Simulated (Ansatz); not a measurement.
# HSE06/STO-3G run of CF2 (SMILES F[C]F)

Aim: the electronic atomisation energy of CF2 at HSE06/STO-3G, from 3 runs. 

Program for the calculation: Ansatz 0.2.0.

40 further runs of the same task are left out: 4 that didn't finish, 36 set aside as unsound or not needed.

## 1. The structure to begin with

The species is CF2 (3 atoms), meant as a singlet with charge 0. As SMILES, `F[C]F`. Geometry: relaxed at GFN2-xTB.

Bond lengths: F1–C2 1.320 Å, C2–F3 1.320 Å. Angles: F1–C2–F3 118.3°.

## 2. The energy at HSE06/STO-3G

File input.yaml:

```yaml
crystal:
  periodic: [false, false, false]
  atoms:
    - {symbol: F, position_ang: [0.396940, 1.032800, 0.332770]}
    - {symbol: C, position_ang: [0.326820, -0.272180, 0.149730]}
    - {symbol: F, position_ang: [-0.723760, -0.760620, -0.482500]}
basis:
  gaussian:
    orbitals: STO-3G
magnetization:
  spin_polarized: false
hamiltonian:
  xc: {name: HSE06}
accuracy: high
```

On the command line:

```console
ansatz run input.yaml --threads 1 --pin off --max-ram 2610MiB --events-out events.jsonl --progress --plain --runs-dir runs
```

Output:

```text
Warning: RAYON_NUM_THREADS=1 ignored (pool sized by the plan → 1); use --threads N
Functional definition: HSE06
  name "HSE06"
  parameter a = 0.25
  parameter omega = 0.11/bohr
  exchange = pbe_x - a*pbe_x_sr(omega) + a*exact_x_sr(omega)
  correlation = pbe_c
250 factors; integrals over basis functions are off by at most 3.4e-8 eV
39 factors; integrals over basis functions are off by at most 2.9e-10 eV
mean field evaluation 1: about -6370.3790 eV, gradient 7.6e0 eV
mean field evaluation 2: about -6370.4628 eV, gradient 6.5e0 eV
mean field evaluation 4: about -6370.5845 eV, gradient 2.0e-2 eV
mean field evaluation 8: about -6370.5839 eV, gradient 4.5e-2 eV
mean field evaluation 16: about -6370.5839 eV, gradient 3.6e-8 eV
mean field -6370.58394362 eV, -234.1146417912 hartree, gradient 3.0e-8 eV, S^2 0.000000; 0 other end points of the search recorded, 0 dependent functions left out
reference -6370.58394439 eV, -234.1146418196 hartree; 12, 12 occupied and 3, 3 virtual orbitals, 250 factors
Total energy: -6370.58394439 eV, -234.1146418196 hartree
```

It took 0.82 s on 1 thread of Arm Neoverse V1, shared host.

## 3. The C atom, same level

File molecule.yaml:

```yaml
basis:
  gaussian: {orbitals: STO-3G}
crystal:
  periodic: [false, false, false]
  atoms:
    - {symbol: C, position_ang: [0.000000, 0.000000, 0.000000]}
hamiltonian: {xc: {name: HSE06}}
accuracy: high
magnetization: {spin_polarized: true, initial_magnetization: 2}
```

Run the same way, it converges to -37.30100 Eh (log not shown).

## 4. The F atom

File run.yaml:

```yaml
crystal:
  periodic: [false, false, false]
  atoms:
    - symbol: F
      position_ang: [0.000000, 0.000000, 0.000000]
basis:
  gaussian:
    orbitals: STO-3G
magnetization:
  spin_polarized: true
  initial_magnetization: 1
hamiltonian:
  xc: hse06
accuracy: high
```

On the command line:

```console
ansatz run run.yaml --threads 1 --pin off --max-ram 2610MiB --events-out events.jsonl --progress --plain --runs-dir runs
```

Output (excerpt; [...] marks lines left out):

```text
Warning: RAYON_NUM_THREADS=1 ignored (pool sized by the plan → 1); use --threads N
[... 6 set-up lines as earlier in the session ...]
15 factors; integrals over basis functions are off by at most 1.2e-9 eV
13 factors; integrals over basis functions are off by at most 2.0e-10 eV
mean field evaluation 1: about -2672.1445 eV, gradient 4.3e-13 eV
mean field evaluation 2: about -2672.1438 eV, gradient 4.7e-12 eV
mean field -2672.14383719 eV, -98.1994747724 hartree, gradient 0.0e0 eV, S^2 0.750000; 0 other end points of the search recorded, 0 dependent functions left out
reference -2672.14383749 eV, -98.1994747835 hartree; 5, 4 occupied and 0, 1 virtual orbitals, 15 factors
Total energy: -2672.14383749 eV, -98.1994747835 hartree
```

It took 0.26 s on 1 thread of Arm Neoverse V1, shared host.

## 5. Summary of results

Level: HSE06/STO-3G.

```
                     quantity          value
       molecule: total energy  -234.11464 Eh
         C atom: total energy   -37.30100 Eh
                 C atom: ⟨S²⟩          2.000
         F atom: total energy   -98.19947 Eh
                 F atom: ⟨S²⟩          0.750
electronic atomisation energy      11.284 eV
```

In words: Taking the molecule apart into free atoms costs 11.28 eV (1089 kJ/mol), before zero-point energy and without spin-orbit coupling. In a minimal basis such a difference can be off by several eV, whatever the method.
